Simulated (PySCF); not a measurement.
# C₃H₅BF₂O₂: spin-spin couplings

Aim: predict the spin-spin couplings of C₃H₅BF₂O₂ (`O=C(O)CCB(F)F`).

The runs use PySCF 2.14.0, with density-fitted response routines of our own; the level of theory stands in each step. All values are computed, except where a source is named. Atoms are numbered from 0 throughout.

### Step 1. The molecule as given

13 atoms, charge 0, multiplicity 1; geometry from: GFN2-xTB.

Bonds of the start (Å): O0–C1 1.20, C1–O2 1.34, C1–C3 1.51, C3–C4 1.53, C4–B5 1.57, B5–F6 1.32, B5–F7 1.32, O2–H8 0.97, C3–H9 1.09, C3–H10 1.09, C4–H11 1.09, C4–H12 1.10.

### Step 2. Indirect couplings: B3LYP/pcJ-1

What the job is given:

```
{"job": {"kind": "j", "xc": "B3LYP", "basis": "pcJ-1"}, "charge": 0, "multiplicity": 1}
O      1.882723     0.591492     1.099584
C      1.615528    -0.199882     0.237559
O      2.532581    -0.996829    -0.322788
C      0.240408    -0.451060    -0.333071
C     -0.726024     0.690911    -0.005404
B     -2.252585     0.322006    -0.121707
F     -3.205097     1.230212    -0.155170
F     -2.697193    -0.917863    -0.170096
H      3.405681    -0.844032     0.072357
H     -0.116811    -1.387708     0.102582
H      0.330746    -0.609545    -1.407555
H     -0.491637     1.561831    -0.620505
H     -0.522708     1.010954     1.022742
```

Method: B3LYP/pcJ-1 indirect spin-spin coupling, non-relativistic, gas phase.

Launch:

```
OMP_NUM_THREADS=1 python probes_run.py task.json out
```

This one command runs all jobs of the session in turn.

What will the session give for the following? largest coupling of the table (B3LYP/pcJ-1). Wanted: largest coupling of the table.

**Answer**, as computed:

```
                                   quantity                     value
largest coupling of the table (B3LYP/pcJ-1)  2J(F,F) F6–F7, -206.0 Hz
```

What this shows: In the run at B3LYP/pcJ-1, the largest coupling of the table is F6–F7, -206.0 Hz, of which the Fermi-contact term gives 59.8 Hz. Couplings across rotatable bonds belong to this one conformer; where others are populated, the observed values are averages, and the simulated multiplets take (2 J gauche + J anti)/3 across rotating chain bonds. Density functionals describe couplings to fluorine poorly, F–F couplings above all, so those rows are rough.
